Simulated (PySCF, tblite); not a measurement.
# C6H9BrOSi: geometry, infrared bands and NMR shifts

What infrared bands and NMR shifts should C6H9BrOSi (`C#C[C@@H]1COC[C@H](Br)[SiH2]1`) show?

Computed with tblite 0.8.0 and PySCF 2.14.0, with density-fitted response routines of our own, on a single molecule in the gas phase. Atoms are numbered from 0 throughout.

### Step 1. Starting geometry

18 atoms, charge 0, multiplicity 1; geometry from: force field or distance geometry start.

Bonds of the start (Å): C0–C1 1.21, C1–C2 1.43, C2–C3 1.53, C3–O4 1.40, O4–C5 1.38, C5–C6 1.52, C6–Br7 1.88, C6–Si8 1.89, Si8–C2 1.87, C0–H9 1.06, C2–H10 1.13, C3–H11 1.10, C3–H12 1.11, C5–H13 1.12, C5–H14 1.12, C6–H15 1.14, Si8–H16 1.45, Si8–H17 1.49.

### Step 2. Relaxing the molecule with GFN2-xTB

Job settings and geometry (Å):

```
{"job": {"kind": "relax", "xc": "GFN2-xTB", "basis": "xTB"}, "charge": 0, "multiplicity": 1}
C      3.536700    -0.318100    -0.217300
C      2.355900    -0.217400     0.022200
C      0.969300    -0.125300     0.347200
C      0.160500    -1.379300     0.007700
O     -1.139700    -1.279900     0.505100
C     -1.964100    -0.416900    -0.188600
C     -1.640300     1.054700     0.008600
Br    -2.865200     2.278000    -0.733200
Si     0.116200     1.181900    -0.690200
H      4.575500    -0.413600    -0.429400
H      0.758000     0.179400     1.411100
H      0.197700    -1.531900    -1.079400
H      0.645000    -2.227900     0.534500
H     -1.992400    -0.616100    -1.289200
H     -2.998200    -0.583800     0.219200
H     -1.485600     1.206000     1.127100
H      0.669100     2.509300    -0.521300
H      0.093000     0.707300    -2.104800
```

Run with:

```
OMP_NUM_THREADS=1 python probes_run.py task.json out
```

The driver reads the jobs from task.json and runs them one after another.

**Question.** This job is followed by: GFN2-xTB harmonic vibrations, gas phase; GIAO PBE0/pcSseg-1 NMR shielding, non-relativistic, gas phase. Predict these results of the whole session: strongest single infrared mode (GFN2-xTB); zero-point energy (GFN2-xTB); 13C shifts against TMS (PBE0/pcSseg-1); 1H shifts against TMS (PBE0/pcSseg-1); 17O shifts against H2O (PBE0/pcSseg-1); 79Br shifts against HBr (PBE0/pcSseg-1); 29Si shifts against TMS (PBE0/pcSseg-1).

As calculated:

| quantity | value |
| --- | --- |
| strongest single infrared mode (GFN2-xTB) | 2305 cm⁻¹, 236 km/mol |
| zero-point energy (GFN2-xTB) | 81.2 kcal/mol |
| 13C shifts against TMS (PBE0/pcSseg-1) | 84.9, 78.4, 76.7, 76.2, 36.5, 18.0 ppm |
| 1H shifts against TMS (PBE0/pcSseg-1) | 4.57, 4.56, 4.50, 4.15, 3.44, 3.40, 3.13, 2.28, 1.49 ppm |
| 17O shifts against H2O (PBE0/pcSseg-1) | 71.8 ppm |
| 79Br shifts against HBr (PBE0/pcSseg-1) | 297 ppm |
| 29Si shifts against TMS (PBE0/pcSseg-1) | -35.3 ppm |

In words: Over 81 steps the energy fell by 0.511 eV; of the close pairs, C6–Br7 changed most, 1.883 to 1.959 Å. No mode is imaginary among the 48: a minimum at this level. The strongest single mode, at 2305 cm⁻¹, moves mainly H16. Unscaled tight-binding wavenumbers are off by several per cent, some by more. Its intensities can rank the bands wrongly. C6 stands next to heavy halogen, whose spin-orbit shielding this run leaves out, so the computed shift lies too far downfield, most of all for carbon beside Br or I. At PBE0/pcSseg-1: The widest tensor belongs to Br7: span 1091 ppm, with a paramagnetic part of -796 ppm. Spin-orbit coupling is left out, which matters for shieldings and couplings at and beside the heavy atoms.
